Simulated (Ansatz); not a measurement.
What does this script print? It uses Ansatz 0.2.0 through its Python package.

The script reads `gair.xyz`:
```text
2
Lattice="3.004 0.0 0.0 0.0 3.004 0.0 0.0 0.0 3.004" Properties=species:S:1:pos:R:3 pbc="T T T"
Ga    0.00000000    0.00000000    0.00000000
Ir    1.50200000    1.50200000    1.50200000
```

`restart_gair.py`:
```python
"""Start a denser mesh for GaIr from a saved density."""

from dataclasses import dataclass
import warnings

import ansatz as az


@dataclass
class Options:
    xc: str = "LDA"
    smearing: str = "methfessel_paxton"
    sigma: float = 0.1


settings = Options()

warnings.simplefilter("ignore", az.DeckWarning)

crystal = az.Crystal.from_extxyz("gair.xyz")

base = crystal.calculation().functional(settings.xc).occupations(settings.smearing, width=settings.sigma)
coarse = base.kpoints(*(3, 3, 3)).checkpoint(write="ground.run").run(threads=1, backend="cpu").report
warm = base.kpoints(*(7, 7, 7)).checkpoint(read="ground.run").run(threads=1, backend="cpu").report
cold = base.kpoints(*(7, 7, 7)).run(threads=1, backend="cpu").report
for label, report in (("coarse", coarse), ("fine, from the saved density", warm), ("fine, fresh start", cold)):
    print(f"{label:30s} F = {report['free_energy_ev']:.5f} eV  iterations {report['n_iterations']}")
```

Output of `python restart_gair.py`:
```text
coarse                         F = -15371.38408 eV  iterations 6
fine, from the saved density   F = -15371.17668 eV  iterations 6
fine, fresh start              F = -15371.17668 eV  iterations 6
```

Caveats:
- Total energies depend on the potentials; only differences at equal settings carry meaning. A total without «per atom» is that of the cell as typed.
- No spin polarisation was allowed.
- Cold and Methfessel-Paxton smearing aren't meant for a gap as narrow as their width.
- Spin-orbit coupling, which matters for elements this heavy, is left out.
- The starting cell is as deposited in a crystallographic database; the results hold for this polymorph, which needn't be the stable one.
- Hardware and time: 2.1 s on 1 thread of Arm Neoverse V2 (shared host), peak memory 0.34 GiB.

(Lines on the test bed's own set-up are left out of the output.)
